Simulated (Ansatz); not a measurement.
# Mo2: the cost of one run

Computed with Ansatz 0.2.0, Gaussian basis. Level: def2-TZVPP, core rule «outside noble gas», up to 8 orbitals frozen.

To be run: UHF; CCSD(T) on ROHF; CCSD(T) on UHF; CCSDT(Q) on ROHF; CCSDT(Q) on UHF; CASSCF and NEVPT2, 12 electrons in 12 orbitals.

4 further runs of the same task are left out: 4 set aside as unsound or not needed.

**1. The geometry**

The geometry is a PBE0/def2-TZVP stationary point (not a proven minimum) of the parent state, kept for this charge and spin. No spin-orbit coupling is included. Elements past krypton take def2 core potentials.

2 atoms, charge 0, spin multiplicity 3.

Atoms are counted from 1 here; the program's logs count them from 0.

Bond lengths: Mo1–Mo2 1.887 Å.

Coordinates:

```xyz
2
charge 0, multiplicity 3
Mo    0.0000    0.0000    0.0000
Mo    0.0000    0.0000    1.8872
```

**2. UHF**

Input file in.yaml:

```yaml
crystal:
  periodic: [false, false, false]
  atoms:
    - {symbol: Mo, position_ang: [0.000000, 0.000000, 0.000000]}
    - {symbol: Mo, position_ang: [0.000000, 0.000000, 1.887200]}
basis:
  gaussian: {orbitals: def2-TZVPP}
magnetization: {spin_polarized: true, initial_magnetization: 2}
hamiltonian: {xc: hf}
output: {orbitals: {seedname: orbitals}}
```

The run is started by

```bash
> ansatz run in.yaml --threads 1 --pin off --events-out ev --progress --plain --max-ram 4096MiB --backend cpu
```

**Question.** How long does this run take on 1 thread of AMD EPYC 7R13, shared host, and how much memory does it need?

About 30 s, with a peak of 0.29 GiB.
